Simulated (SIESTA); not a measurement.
ZnRe:

```
CELL_PARAMETERS angstrom
2.74822 0.00000 0.00000
-1.37411 2.38003 0.00000
0.00000 0.00000 4.49407
ATOMIC_POSITIONS crystal
Re 0.33333 0.66667 0.50000
Zn 0.00000 0.00000 0.00000
```

The cell comes from a database or a generator and needn't be the stable form of this composition.

Base run:

- Program: SIESTA 5.4.2
- Functional: revPBE
- Potentials or basis: PseudoDojo 0.4 standard (PBE files)
- Basis: DZP (energy shift 0.003 Ry; two zetas on semicore shells)
- Grid cutoff: 800 Ry
- Energy shift: 0.003 Ry
- k mesh: 11 × 11 × 6
- Occupations: fermi-dirac, width 0.05 eV
- Spin: no spin polarisation

Its results: band gap on the k mesh none (metal or under the smearing width); pressure 2.3 GPa.

Problem. After a change of settings the same cell gave: band gap on the k mesh none (metal or under the smearing width); pressure 6.8 GPa. Which change was it?
A. functional from revPBE to LDA; potentials or basis from PseudoDojo 0.4 standard (PBE files) to PseudoDojo 0.4 standard (LDA files)
B. functional from revPBE to BLYP
C. functional from revPBE to PW91
D. functional from revPBE to RPBE

Solution. B.

Caveats: short orbitals over semicore shells can move pressures by several GPa; the valence orbitals were made in a potential fitted to the semicore shell under them, which widens gaps by tenths of an eV or more; the potentials were made for another functional, which shifts forces and pressure; spin-orbit coupling is left out, which moves the levels of the heavy elements; the basis of atomic orbitals isn't converged, which shifts pressures, moduli and gaps.

Runs at the PBE level aren't shown here.
